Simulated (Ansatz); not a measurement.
# SbS: the cost of one run

Method: DFT PBE, scalar-relativistic, plane waves, PAW, in Ansatz 0.2.0.

1 further run of the same task is left out (it didn't finish).

## Step 1: The system as given

It takes space group P4/mmm (No. 123, tetragonal). Conventional cell: a = 3.914 Å, b = 3.914 Å, c = 3.964 Å, α = 90.00°, β = 90.00°, γ = 90.00°. Around Sb (site symmetry 4/mmm) lie 2 S at 1.98 Å. S (site symmetry 4/mmm) has 2 Sb at 1.98 Å as nearest neighbours.

As a file:

```
CELL_PARAMETERS angstrom
3.91411 0.00000 0.00000
0.00000 3.91411 0.00000
0.00000 0.00000 3.96368
ATOMIC_POSITIONS crystal
Sb 0.50000 0.50000 0.50000
S 0.50000 0.50000 0.00000
```

The cell is invented: random cell by space group and Wyckoff sites (P4/mmm, No. 123). Its size is a rough estimate.

## Step 2: The guess as it stands, on a coarse mesh

input.yaml reads:

```yaml
crystal:
  lattice:
    - [3.91410594, 0.0, 0.0]
    - [0.0, 3.91410594, 0.0]
    - [0.0, 0.0, 3.96367726]
  atoms:
    - { symbol: Sb, position: [0.5, 0.5, 0.5] }
    - { symbol: S, position: [0.5, 0.5, 0.0] }
basis:
  ecutwfc: 420
kpoints:
  mp_grid: { grid: [4, 4, 4] }
hamiltonian:
  xc: pbe
scf:
  occupations: { method: gaussian, width: 0.1 }
  lower_state_search: "off"
output:
  forces: true
  stress: true
  eigenvalues: true
```

Launch:

```bash
ansatz run input.yaml --threads 1 --pin off --max-ram 2560MiB --backend cpu --events-out ev --progress --plain --runs-dir out
```

**Question.** How long does this run take on 1 thread of AMD EPYC (Zen 3), shared host, and how much memory does it need?

About 2.3 s, with a peak of 0.32 GiB.
